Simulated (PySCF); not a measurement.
# B3GdH12 (Gd(BH4)3): the cost of one run

Program: PySCF 2.14.0. Level of theory: r2SCAN, Gd lcecp-1-SVP with ECP53, B def2-SVP, H def2-SVP; scalar-relativistic core potentials, no spin–orbit coupling. These are calculated values, not measurements.

2 further runs of the same task are left out: 2 for a known fault of the program.

### 1 The starting structure

16 atoms, charge 0, spin multiplicity 1.

Bond lengths: Gd1–B2 2.484 Å, Gd1–H4 2.286 Å, Gd1–H5 2.286 Å, Gd1–H6 2.319 Å, Gd1–B7 2.484 Å, Gd1–H9 2.286 Å, Gd1–H10 2.286 Å, Gd1–H11 2.319 Å, Gd1–B12 2.484 Å, Gd1–H14 2.286 Å, Gd1–H15 2.286 Å, Gd1–H16 2.319 Å, B2–H3 1.204 Å, B2–H4 1.260 Å, B2–H5 1.260 Å, B2–H6 1.249 Å, B7–H8 1.204 Å, B7–H9 1.260 Å and more. Angles: B2–Gd1–H4 30.3°, B2–Gd1–H5 30.3°, B2–Gd1–H6 29.9°, B2–Gd1–B7 120.0°, B2–Gd1–H9 102.2°, B2–Gd1–H10 102.2°, B2–Gd1–H11 149.9°, B2–Gd1–B12 120.0°, B2–Gd1–H14 130.7°, B2–Gd1–H15 130.7°, B2–Gd1–H16 90.1°, H4–Gd1–H5 51.6°, H4–Gd1–H6 51.6°, H4–Gd1–B7 130.7°, H4–Gd1–H9 102.5°, H4–Gd1–H10 126.5°, H4–Gd1–H11 151.0°, H4–Gd1–B12 102.2° and more.

As a file:

```xyz
16
B3GdH12
Gd    0.0000    0.0000    0.0000
B     2.4837    0.0130    0.0000
H     3.6872   -0.0116    0.0000
H     1.9771   -0.5722    0.9946
H     1.9771   -0.5722   -0.9946
H     2.0048    1.1661    0.0000
B    -1.2531    2.1444    0.0000
H    -1.8335    3.1990    0.0000
H    -0.4930    1.9984    0.9946
H    -0.4930    1.9984   -0.9946
H    -2.0123    1.1531    0.0000
B    -1.2306   -2.1574    0.0000
H    -1.8537   -3.1874    0.0000
H    -1.4842   -1.4261    0.9946
H    -1.4842   -1.4261   -0.9946
H     0.0075   -2.3193    0.0000
```

Formal oxidation states: Gd +3. Each metal's 7 4f electrons lie in its core potential, so multiplicities, spins and levels count the valence alone. An earlier session relaxed this geometry at r2SCAN, Gd lcecp-1-SVP with ECP53, B def2-SVP, H def2-SVP (singlet, point group C3h).

Its energy there is -117.604699 Eh.

### 2 Atoms moved at random, σ = 0.1 Å

run.py (the lines that set the calculation)

```python
mol = gto.M(atom='''
Gd    -0.02815    -0.06346    -0.03879
B      2.35892     0.08018    -0.04397
H      3.70714     0.11951     0.19293
H      2.12434    -0.64813     1.02857
H      2.05563    -0.49746    -0.83741
H      1.97190     1.02425     0.04372
B     -1.26529     2.02926    -0.14711
H     -1.84856     3.34882    -0.00363
H     -0.52129     1.99901     0.85862
H     -0.59188     1.92752    -1.01734
H     -2.10962     1.29123    -0.14414
B     -1.12611    -2.28795     0.03655
H     -1.81853    -3.23316     0.07671
H     -1.44040    -1.44231     0.94691
H     -1.39470    -1.47181    -1.05938
H     -0.07342    -2.17549     0.10776''',
    basis={'Gd': 'lcecp-1-SVP', 'B': 'def2-SVP', 'H': 'def2-SVP'},
    ecp={'Gd': 'lcecp-1-SVP'},
    charge=0, spin=0)
mf = dft.RKS(mol, xc='R2SCAN')
mf.grids.atom_grid = (50, 194)  # f atoms: unpruned, at least (60, 302)
mf = mf.density_fit()  # fitting sets: Gd AutoAux, B def2-universal-JKFIT, H def2-universal-JKFIT
mf.conv_tol = 1e-08; mf.max_cycle = 55
mf.kernel(dm0)  # dm0: the density of the relaxed state
```

Run with:

```sh
$ OMP_NUM_THREADS=4 python run.py
```

**Question.** How long does this run take on 4 threads of Arm Neoverse V1, shared host?

About 8.2 s.
